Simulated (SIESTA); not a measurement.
A run of SIESTA 5.4.2 is set up as follows.

Contents of Bi2Te3.fdf:

```
SystemName                      Tellurobismuthite
SystemLabel                     Bi2Te3
NumberOfSpecies                 2
NumberOfAtoms                   5
%block ChemicalSpeciesLabel
  1  83 Bi
  2  52 Te
%endblock ChemicalSpeciesLabel

LatticeConstant                 1.0 Ang
%block LatticeVectors
     2.1930000000     1.2661291403    10.1656666667
    -2.1930000000     1.2661291403    10.1656666667
     0.0000000000    -2.5322582807    10.1656666667
%endblock LatticeVectors
AtomicCoordinatesFormat         Fractional
%block AtomicCoordinatesAndAtomicSpecies
     0.6000000000     0.6000000000     0.6000000000  1  Bi
     0.4000000000     0.4000000000     0.4000000000  1  Bi
     0.7905000000     0.7905000000     0.7905000000  2  Te
     0.2095000000     0.2095000000     0.2095000000  2  Te
     0.0000000000     0.0000000000     0.0000000000  2  Te
%endblock AtomicCoordinatesAndAtomicSpecies

%block kgrid.MonkhorstPack
    7   0   0  0.0
    0   7   0  0.0
    0   0   7  0.0
%endblock kgrid.MonkhorstPack
XC.Functional                   GGA
XC.Authors                      PBEsol
PAO.BasisSize                   DZP
PAO.EnergyShift                 0.003 Ry
Mesh.Cutoff                     500 Ry
OccupationFunction              FD
ElectronicTemperature           0.05 eV
MaxSCFIterations                120
SCF.MustConverge                false
SCF.Mixer.Method                Pulay
SCF.Mixer.Weight                0.25
SCF.Mixer.History               8
SCF.DM.Tolerance                5.0e-05
SCF.H.Tolerance                 1.0e-03 eV
WriteForces                     true
Charge.Mulliken                 end
BandLinesScale                  ReciprocalLatticeVectors
%block BandLines
    1    0.000000   0.000000   0.000000  \Gamma
   13    0.500000   0.000000   0.000000  L
    8    0.500000   0.177008  -0.177008  B1
    1    0.822992   0.500000   0.177008  B
   15    0.500000   0.500000   0.500000  Z
    5    0.000000   0.000000   0.000000  \Gamma
   15    0.338504   0.000000  -0.338504  X
    1    0.661496   0.338504   0.000000  Q
    7    0.500000   0.500000   0.000000  F
    2    0.661496   0.661496   0.177008  P1
   13    0.500000   0.500000   0.500000  Z
    1    0.500000   0.000000   0.000000  L
    3    0.822992   0.338504   0.338504  P
%endblock BandLines
%block PAO.Basis
  Bi 4
  n=6 0 2
    5.772 0.000
  n=6 1 2
    8.065 0.000
  n=5 2 2
    3.889 0.000
  n=6 2 1
    8.065
  Te 4
  n=5 0 2
    5.613 0.000
  n=5 1 2
    7.253 0.000
  n=4 2 2
    3.260 0.000
  n=5 2 1
    7.253
%endblock PAO.Basis
```

Potentials or basis: PseudoDojo 0.4 standard (PBEsol files), DZP (energy shift 0.003 Ry; two zetas on semicore shells).

Run with:

```console
$ siesta < Bi2Te3.fdf > Bi2Te3.out 2>&1
```

(1) Estimate the largest force.

(2) Estimate the band gap on the k mesh.

(3) Estimate the band gap along the path.

(4) Predict the pressure.

Results:

(1) 0.117 eV/Å.

(2) 0.23 eV, direct.

(3) 0.23 eV, direct.

(4) 0.2 GPa.

Caveat: spin-orbit coupling is left out, which as a rule narrows the gap of such compounds by several tenths of an eV; the basis of atomic orbitals isn't converged, which shifts pressures, moduli and gaps.

**Experimental background.**

From “Vacancy and Antisite-Induced Ferromagnetism in Liquid-Phase Exfoliated Bi2Te3”, 2024, arxiv:2412.10539, for a bulk crystal of Bi2Te3: band gap 0.17 eV.

Against the measured gap of Bi2Te3, 0.17 eV (quoted in “Vacancy and Antisite-Induced Ferromagnetism in Liquid-Phase Exfoliated Bi2Te3”, 2024, arxiv:2412.10539), the calculated 0.23 eV is off by +0.06 eV. Spin-orbit coupling on Bi, Te is left out. The value is that of PBEsol in an atomic basis (PseudoDojo 0.4 standard (PBEsol files), DZP (energy shift 0.003 Ry; two zetas on semicore shells)), whose error adds to the functional's,, without temperature or zero-point motion.
